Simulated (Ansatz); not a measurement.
**C₃H₆BCl: a ladder of functionals and wavefunction methods**

Aim: compute C₃H₆BCl with functionals from several rungs and with coupled cluster, and see how far each lands from CCSD(T) at the basis-set limit for the atomisation energy.

The runs use Ansatz 0.2.0, Gaussian basis; functionals in def2-TZVPP, the program's frozen cores in correlated methods.

Levels to be run: PBE-D4, r2SCAN-D4, PBE0-D4, B3LYP-D4, ωB97X-V, ωB97M-V, B2PLYP; CCSD(T)/def2-TZVPP; MP2/def2-QZVPP; extrapolation to the limit.

## 1. Structure used throughout

The geometry comes from an earlier relaxation with PBE0-D4 in a triple-zeta def2 set; it is a stationary point, not always the lowest conformer.

11 atoms, charge 0, spin multiplicity 1.

Atoms are counted from 1 here; the program's logs count them from 0.

Bond lengths: B1–C2 1.765 Å, B1–C3 1.749 Å, B1–C4 1.766 Å, B1–H6 1.190 Å, B1–H7 1.192 Å, C2–C3 1.406 Å, C2–H8 1.081 Å, C2–H9 1.082 Å, C3–C4 1.406 Å, C3–Cl5 1.728 Å, C4–H10 1.082 Å, C4–H11 1.081 Å. Angles: C2–B1–C3 47.2°, C2–B1–C4 86.0°, C2–B1–H6 117.9°, C2–B1–H7 103.1°, C3–B1–C4 47.1°, C3–B1–H6 108.2°, C3–B1–H7 129.6°, C4–B1–H6 117.9°, C4–B1–H7 103.1°, H6–B1–H7 122.2°, B1–C2–C3 65.8°, B1–C2–H8 122.5°, B1–C2–H9 105.3°, C3–C2–H8 117.8°, C3–C2–H9 118.7°, H8–C2–H9 116.5°, B1–C3–C2 67.0°, B1–C3–C4 67.1° and more.

Geometry (Å):

```xyz
11
charge 0, multiplicity 1
B    -0.89329    0.15369   -0.32004
C    -0.13811   -0.12251    1.25134
C     0.76722    0.20491    0.22657
C     0.61863   -0.43930   -1.01409
Cl    1.52472    1.75709    0.26248
H    -1.23103    1.26325   -0.58813
H    -1.62716   -0.77844   -0.43575
H    -0.24023    0.57016    2.07493
H    -0.31560   -1.16645    1.47375
H     0.52025   -1.51668   -1.03175
H     1.07980    0.01728   -1.87860
```

## 2. PBE-D4 (GGA)

The input, in.yaml:

```yaml
crystal:
  periodic: [false, false, false]
  atoms:
    - {symbol: B, position_ang: [-0.893286, 0.153695, -0.320041]}
    - {symbol: C, position_ang: [-0.138115, -0.122514, 1.251338]}
    - {symbol: C, position_ang: [0.767224, 0.204911, 0.226566]}
    - {symbol: C, position_ang: [0.618630, -0.439297, -1.014090]}
    - {symbol: Cl, position_ang: [1.524718, 1.757088, 0.262482]}
    - {symbol: H, position_ang: [-1.231030, 1.263248, -0.588135]}
    - {symbol: H, position_ang: [-1.627162, -0.778443, -0.435753]}
    - {symbol: H, position_ang: [-0.240227, 0.570156, 2.074931]}
    - {symbol: H, position_ang: [-0.315600, -1.166452, 1.473753]}
    - {symbol: H, position_ang: [0.520254, -1.516676, -1.031752]}
    - {symbol: H, position_ang: [1.079796, 0.017285, -1.878600]}
basis:
  gaussian: {orbitals: def2-TZVPP}
hamiltonian: {xc: pbe, dispersion: d4}
output: {forces: true, orbitals: {seedname: orbitals}}
```

Run with:

```
$ ansatz run in.yaml --threads 4 --pin off --events-out ev --progress --plain --max-ram 10444MiB
```

After this run come: r2SCAN-D4 (meta-GGA); PBE0-D4 (hybrid); B3LYP-D4 (hybrid); ωB97X-V (range-separated); ωB97M-V (range-separated); B2PLYP (double hybrid); CCSD(T) in def2-TZVPP; MP2 in def2-QZVPP.

Before running them: what should the planned runs give, taken together? Wanted: atomisation energy, CCSD(T)/CBS; farthest; mean size of error, hybrid; mean size of error, range-separated; gap, smallest and largest; T1 diagnostic; triples share of the correlation energy.

As calculated:

| quantity | value |
| --- | --- |
| atomisation energy, CCSD(T)/CBS | 1005.5 kcal/mol |
| functionals within 5.0 kcal/mol (0.5 %) | B3LYP-D4 |
| farthest | PBE-D4 (+35.7 kcal/mol) |
| mean size of error, hybrid | 11.2 kcal/mol |
| mean size of error, range-separated | 7.7 kcal/mol |
| gap, smallest and largest | 5.07 eV (PBE-D4), 11.56 eV (ωB97X-V) |
| T1 diagnostic | 0.0106 |
| triples share of the correlation energy | 4.6 % |

In words: PBE-D4 misses by +35.7 kcal/mol. Double hybrids carry the basis error of their MP2 part in triple zeta, and no dispersion term here, so their miss is partly the set-up's. The reference freezes the cores and leaves out relativity and excitations past (T), so misses under about 5.0 kcal/mol can't be ranked. Hartree-Fock recovers 74 % of the binding; the rest is correlation. Orbital gaps span 5.1 to 11.6 eV; exact exchange widens them.
